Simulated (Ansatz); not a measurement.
**H5NOSn: inputs that go wrong**

Aim: try 3 inputs for H5NOSn as typed, read how each ends, and find what has to change.

Method: the settings change from run to run; program: Ansatz 0.2.0, Gaussian basis.

## Step 1: The relaxed structure

The geometry comes from an earlier relaxation with PBE0-D4 in a triple-zeta def2 set; it is a stationary point, not always the lowest conformer. Sn takes a core potential in def2 sets; no spin-orbit term is included.

8 atoms, charge 0, spin multiplicity 1.

Atoms are counted from 1 here; the program's logs count them from 0.

Bond lengths: N1–Sn2 2.010 Å, N1–H4 1.010 Å, N1–H5 1.010 Å, Sn2–O3 1.966 Å, Sn2–H6 1.703 Å, Sn2–H7 1.715 Å, O3–H8 0.959 Å. Angles: Sn2–N1–H4 114.8°, Sn2–N1–H5 116.0°, H4–N1–H5 108.8°, N1–Sn2–O3 104.3°, N1–Sn2–H6 107.3°, N1–Sn2–H7 114.7°, O3–Sn2–H6 108.7°, O3–Sn2–H7 105.9°, H6–Sn2–H7 115.2°, Sn2–O3–H8 112.7°.

## Step 2: Try 1

File in.yaml:

```yaml
crystal:
  periodic: [false, false, false]
  atoms:
    - {symbol: N, position_ang: [-1.305289, 0.595100, -0.706832]}
    - {symbol: Sn, position_ang: [0.695348, 0.370095, 0.550643]}
    - {symbol: O, position_ang: [0.224570, -1.820616, 1.231878]}
    - {symbol: H, position_ang: [-1.400502, 1.580207, -0.546439]}
    - {symbol: H, position_ang: [-1.382244, 0.339205, -1.675986]}
    - {symbol: H, position_ang: [0.096516, 1.072723, 1.601586]}
    - {symbol: H, position_ang: [1.909516, 0.434054, -0.655078]}
    - {symbol: H, position_ang: [-1.005289, 0.645100, -0.406832]}
basis:
  gaussian: {orbitals: def2-TZVP}
hamiltonian: {xc: {name: HF}}
scf: {lower_state_search: full}
```

Started as:

```
ansatz run in.yaml --threads 2 --pin off --events-out ev --progress --plain --max-ram 4352MiB
```

What it wrote:

```text
Functional definition: HF
  name "HF"
  cite "Fock, Z. Phys. 61, 126 (1930) doi:10.1007/BF01340294"
  parent pbe
  exchange = exact_x
  correlation = 0
1112 factors; their error is unknown
mean field evaluation 1: about -9340.8425 eV, gradient 8.5e1 eV
mean field evaluation 2: about -9209.4058 eV, gradient 1.7e2 eV
mean field evaluation 4: about -9354.3277 eV, gradient 2.7e1 eV
mean field evaluation 8: about -9356.9425 eV, gradient 9.0e-1 eV
mean field evaluation 16: about -9341.2094 eV, gradient 8.5e1 eV
mean field evaluation 32: about -9345.4991 eV, gradient 1.7e1 eV
mean field -9357.32221248 eV, -343.8752486879 hartree, gradient 8.0e-5 eV, S^2 0.000000; 0 other end points of the search recorded, 0 dependent functions left out
reference -9357.32221248 eV, -343.8752486879 hartree; 21, 21 occupied and 121, 121 virtual orbitals, 1112 factors
Total energy: -9357.32221248 eV, -343.8752486879 hartree
```

Wall time 1.7 s (2 threads of Arm Neoverse V1, shared host); peak memory 0.27 GiB.

**Diagnosis.** It ended without an error, which proves nothing about the input. One atom was put on top of another. The shortest distance is 0.43 Å (N1–H8), against 0.96 Å in the relaxed molecule. Its coordinates are also moved off the relaxed structure. Its energy is no property of the relaxed molecule. To mend it, restore the atom's position.

## Step 3: Try 2

File in.yaml:

```yaml
crystal:
  periodic: [false, false, false]
  atoms:
    - {symbol: N, position_ang: [-2.297505, 0.934462, -1.452379]}
    - {symbol: Sn, position_ang: [0.838626, 0.340079, 0.605150]}
    - {symbol: O, position_ang: [0.527905, -3.180375, 1.750468]}
    - {symbol: H, position_ang: [-3.047181, 2.682423, -1.285065]}
    - {symbol: H, position_ang: [-2.180341, 0.489188, -3.304714]}
    - {symbol: H, position_ang: [0.683350, 2.276863, 3.171652]}
    - {symbol: H, position_ang: [3.607204, 0.489521, -1.072690]}
    - {symbol: H, position_ang: [2.042174, -4.140063, 1.481942]}
basis:
  gaussian: {orbitals: def2-TZVP}
hamiltonian: {xc: {name: BLYP}}
accuracy: high
```

Same command.

What it wrote, shortened:

```text
Functional definition: BLYP
  name "BLYP"
  cite "Becke, Phys. Rev. A 38, 3098 (1988) doi:10.1103/PhysRevA.38.3098"
  cite "Lee, Yang & Parr, Phys. Rev. B 37, 785 (1988) doi:10.1103/PhysRevB.37.785"
[...]
2447 factors; integrals over basis functions are off by at most 1.4e-7 eV
[...]
mean field -9428.72722086 eV, -346.4993343458 hartree, gradient 3.1e-8 eV, S^2 0.000000; 6 other end points of the search recorded, 0 dependent functions left out
reference -9428.72730978 eV, -346.4993376136 hartree; 21, 21 occupied and 121, 121 virtual orbitals, 2447 factors
Total energy: -9428.72730978 eV, -346.4993376136 hartree
```

Wall time 16 s (2 threads of Arm Neoverse V1, shared host); peak memory 0.37 GiB.

Diagnosis: It ended without an error, which proves nothing about the input. The coordinates are in bohr but typed as ångström. The shortest distance is 1.81 Å (O3–H8), against 0.96 Å in the relaxed molecule. Its energy is no property of the relaxed molecule. Fix: take the coordinates from the file in ångström.

## Step 4: Try 3

File in.yaml:

```yaml
crystal:
  periodic: [false, false, false]
  atoms:
    - {symbol: N, position_ang: [-1.215787, 0.494496, -0.768565]}
    - {symbol: Sn, position_ang: [0.443781, 0.179962, 0.320232]}
    - {symbol: O, position_ang: [0.279355, -1.682982, 0.926308]}
    - {symbol: H, position_ang: [-1.612498, 1.419476, -0.680027]}
    - {symbol: H, position_ang: [-1.153786, 0.258867, -1.748779]}
    - {symbol: H, position_ang: [0.361613, 1.204864, 1.678365]}
    - {symbol: H, position_ang: [1.908849, 0.259043, -0.567643]}
    - {symbol: H, position_ang: [1.080672, -2.190826, 0.784210]}
basis:
  gaussian: {orbitals: x2c-TZVPPall}
magnetization: {spin_polarized: true, initial_magnetization: 0}
hamiltonian: {xc: {name: PBE0}, dispersion: d4}
output: {forces: true}
```

Launched as before.

What it wrote, shortened:

```text
Functional definition: PBE0
  name "PBE0"
  cite "Adamo & Barone, J. Chem. Phys. 110, 6158 (1999) doi:10.1063/1.478522"
  cite "Perdew, Burke & Ernzerhof, Phys. Rev. Lett. 77, 3865 (1996) doi:10.1103/PhysRevLett.77.3865"
  parent pbe
[...]
1269 factors; their error is unknown
[...]
mean field -171684.59798695 eV, -6309.2926040201 hartree, gradient 6.7e-5 eV, S^2 0.000000; 0 other end points of the search recorded, 0 dependent functions left out
[...]
reference -171684.59801414 eV, -6309.2926050195 hartree; 35, 35 occupied and 157, 157 virtual orbitals, 1269 factors
Total energy: -171684.70431142 eV, -6309.2965113726 hartree
Relativity: scalar
Atom 0 at    -1.215787     0.494496    -0.768565 Å, force    -0.074356     0.004662    -0.044447 eV/Å
Atom 1 at     0.443781     0.179962     0.320232 Å, force     0.054274     0.054349    -0.007924 eV/Å
Atom 2 at     0.279355    -1.682982     0.926308 Å, force     0.069112    -0.130068     0.007564 eV/Å
Atom 3 at    -1.612498     1.419476    -0.680027 Å, force     0.023942    -0.035888    -0.021495 eV/Å
Atom 4 at    -1.153786     0.258867    -1.748779 Å, force    -0.003471     0.026594     0.039003 eV/Å
Atom 5 at     0.361613     1.204864     1.678365 Å, force    -0.003374     0.018227     0.028139 eV/Å
Atom 6 at     1.908849     0.259043    -0.567643 Å, force     0.023254     0.005464    -0.014710 eV/Å
Atom 7 at     1.080672    -2.190826     0.784210 Å, force    -0.089381     0.056658     0.013870 eV/Å
Dipole moment:     0.322865     0.344806    -0.282226 e Å
```

It took 8.5 s on 2 threads of Arm Neoverse V1, shared host; peak memory 0.64 GiB.

The program accepted this input and the run converged.

## Step 5: How the tries ended

```
try              level      ended                                              cause   time
  1       HF/def2-TZVP  converged                 one atom was put on top of another  1.7 s
  2     BLYP/def2-TZVP  converged  the coordinates are in bohr but typed as ångström   16 s
  3  PBE0/x2c-TZVPPall  converged                                                     8.5 s
```

In words: 3 converged. The dangerous case is the input that converges on a wrong geometry, charge, spin, basis or grid: often only a look at the input shows it.
